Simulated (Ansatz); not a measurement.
# Ge3N: the cost of one run

Computed with Ansatz 0.2.0 (DFT PBE, scalar-relativistic, plane waves, PAW, unless a step's input says otherwise).

## Step 1: Starting point

The structure is cubic, space group Fm-3m (No. 225). Conventional cell: a = 6.760 Å, b = 6.760 Å, c = 6.760 Å, α = 90.00°, β = 90.00°, γ = 90.00°. Ge (site symmetry -43m) has 4 Ge at 2.93 Å and 4 N at 2.93 Å in its first shell of neighbours. Around Ge (site symmetry m-3m) lie 8 Ge at 2.93 Å. N (site symmetry m-3m) is surrounded by 8 Ge at 2.93 Å.

Coordinates:

```
CELL_PARAMETERS angstrom
0.00000 3.37987 3.37987
3.37987 0.00000 3.37987
3.37987 3.37987 0.00000
ATOMIC_POSITIONS crystal
Ge 0.25000 0.25000 0.25000
Ge 0.75000 0.75000 0.75000
Ge 0.50000 0.50000 0.50000
N 0.00000 0.00000 0.00000
```

Recipe of the guess: species swapped into a database cell of Li3Sn (Fm-3m, No. 225), with Ge on the Li sites and N on the Sn sites. Lengths come from tabulated atomic sizes and are only a guess.

## Step 2: The guess as it stands, on a coarse mesh

File input.yaml:

```yaml
crystal:
  lattice:
    - [0.0, 3.37987135, 3.37987135]
    - [3.37987135, 0.0, 3.37987135]
    - [3.37987135, 3.37987135, 0.0]
  atoms:
    - { symbol: Ge, position: [0.25, 0.25, 0.25] }
    - { symbol: Ge, position: [0.75, 0.75, 0.75] }
    - { symbol: Ge, position: [0.5, 0.5, 0.5] }
    - { symbol: "N", position: [0.0, 0.0, 0.0] }
basis:
  ecutwfc: 420
kpoints:
  mp_grid: { grid: [4, 4, 4] }
hamiltonian:
  xc: pbe
scf:
  occupations: { method: gaussian, width: 0.1 }
  lower_state_search: "off"
output:
  forces: true
  stress: true
  eigenvalues: true
```

Command:

```console
ansatz run input.yaml --threads 1 --pin off --max-ram 2560MiB --backend cpu --events-out ev --progress --plain --runs-dir out
```

Q: Estimate wall time and peak memory on 1 thread of Intel Xeon at 2.70GHz, shared host.

About 1.3 s, with a peak of 0.34 GiB.
